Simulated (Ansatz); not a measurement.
HfMoC2 under changes of volume

One of the cells (11.421 Å³/atom); the others are scaled copies at fixed shape and fractional positions:

```
CELL_PARAMETERS angstrom
3.19142 0.00000 0.00000
0.00000 3.19142 0.00000
0.00000 0.00000 4.48516
ATOMIC_POSITIONS crystal
Hf 0.00000 0.00000 0.00000
Mo 0.50000 0.50000 0.50000
C 0.50000 0.50000 0.00000
C 0.00000 0.00000 0.50000
```

The cell comes from a database or a generator and needn't be the stable form of this composition.

```yaml
Program: Ansatz 0.2.0
Functional: PBEsol
Potentials_or_basis: Ansatz PAW
Cutoff: "420 eV (not typed: the program's choice for these potentials)"
k_mesh: 8 × 8 × 6
Occupations: fermi-dirac, width 0.05 eV
Spin: no spin polarisation
```

```tsv
volume (Å³/atom)	energy over the lowest point (meV/atom)	pressure (GPa)
10.735	8.39	9.4
10.964	0.00	2.6
11.192	0.71	-3.5
11.421	9.69	-8.9
11.649	26.07	-13.9
11.877	49.08	-18.3
12.106	?	?
```

Problem. What does the run at 12.106 Å³/atom give?

Solution. Energy over the lowest point 78.06 meV/atom; pressure -22.3 GPa.

Worked out: A Birch-Murnaghan fit of order 3 (a polynomial in V^(-2/3)) to the other rows has its minimum at 11.06 Å³/atom with B0 = V·E''(V) = 296 GPa and B' = 4.0 at fixed shape and positions, which overstates the stiffness. It gives 78.29 meV/atom at 12.106 Å³/atom, against the run's 78.06, and -dE/dV = -22.4 GPa, against -22.3.

Energies are extrapolated to zero smearing.

Caveats: the PAW data sets come from PBE, with cores solved anew for the run's functional, which leaves a small shift of forces and pressure.
